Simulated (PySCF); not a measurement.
# CH4BrGeN: geometry, electronic excitations

Aim: predict the electronic excitations of CH4BrGeN (`C=[N][GeH2][Br]`).

Programs: PySCF 2.14.0, with density-fitted response routines of our own. Each step states its level of theory. These are calculated values for one molecule in the gas phase, unless marked as measured. Atoms count from 0, in the outputs and in this text.

**1. The molecule as given**

8 atoms, charge 0, multiplicity 1; geometry from: GFN2-xTB. The atoms were then displaced at random by about 0.01 Å, so the start is not that level's minimum.

Bonds of the start (Å): C0–N1 1.27, N1–Ge2 1.84, Ge2–Br3 2.30, C0–H4 1.12, C0–H5 1.05, Ge2–H6 1.49, Ge2–H7 1.48.

**2. Relaxing the molecule at PBE0-D3(BJ)/def2-SVP**

What the job is given:

```
{"job": {"xc": "PBE0", "basis": "def2-SVP", "d3": "d3bj", "grid": 1, "shake": 0.01, "kind": "geom"}, "charge": 0, "multiplicity": 1}
C      1.535960    -0.171780     0.456380
N      0.400110    -0.731010     0.432360
Ge    -1.209480    -0.133480    -0.226420
Br    -0.974890     1.976510    -1.100400
H      1.700730     0.852570     0.046490
H      2.367250    -0.652250     0.884480
H     -1.612550    -1.072910    -1.306220
H     -2.151990    -0.086800     0.916350
```

The run is started by

```console
$ OMP_NUM_THREADS=1 python probes_run.py task.json out
```

This one command runs all jobs of the session in turn.

**Question.** This job is followed by: TDDFT PBE0/def2-TZVPD, vertical, gas phase, core orbitals frozen in the response. Predict these results of the whole session: point group; rotational constants (main isotopes); lowest singlet (PBE0/def2-TZVPD); brightest single state of those computed; lowest triplet.

As calculated:

| quantity | value |
| --- | --- |
| point group | Cs |
| rotational constants (main isotopes) | 4.77, 1.66, 1.25 GHz |
| lowest singlet (PBE0/def2-TZVPD) | 4.33 eV (286 nm), f = 0.000 |
| brightest single state of those computed | state 8, 6.83 eV, f = 0.101 |
| lowest triplet | 3.68 eV |

In words: The start of the PBE0/def2-SVP relaxation was shaken at random by about 0.01 Å, so part of the energy gained, and of the first lengths quoted, undoes that. Over 5 steps the energy fell by 0.137 eV; of the close pairs, C0–H5 changed most, 1.051 to 1.106 Å. No frequency check was run at this level, so the end point may be a saddle. The first singlet state (HOMO→LUMO 0.99) lies at 4.33 eV and is dark; of the 10 states computed, the strongest absorption comes from state 8 at 6.83 eV. The lowest triplet lies 0.65 eV below the lowest singlet (triplets in Tamm-Dancoff, singlets in full TDDFT).
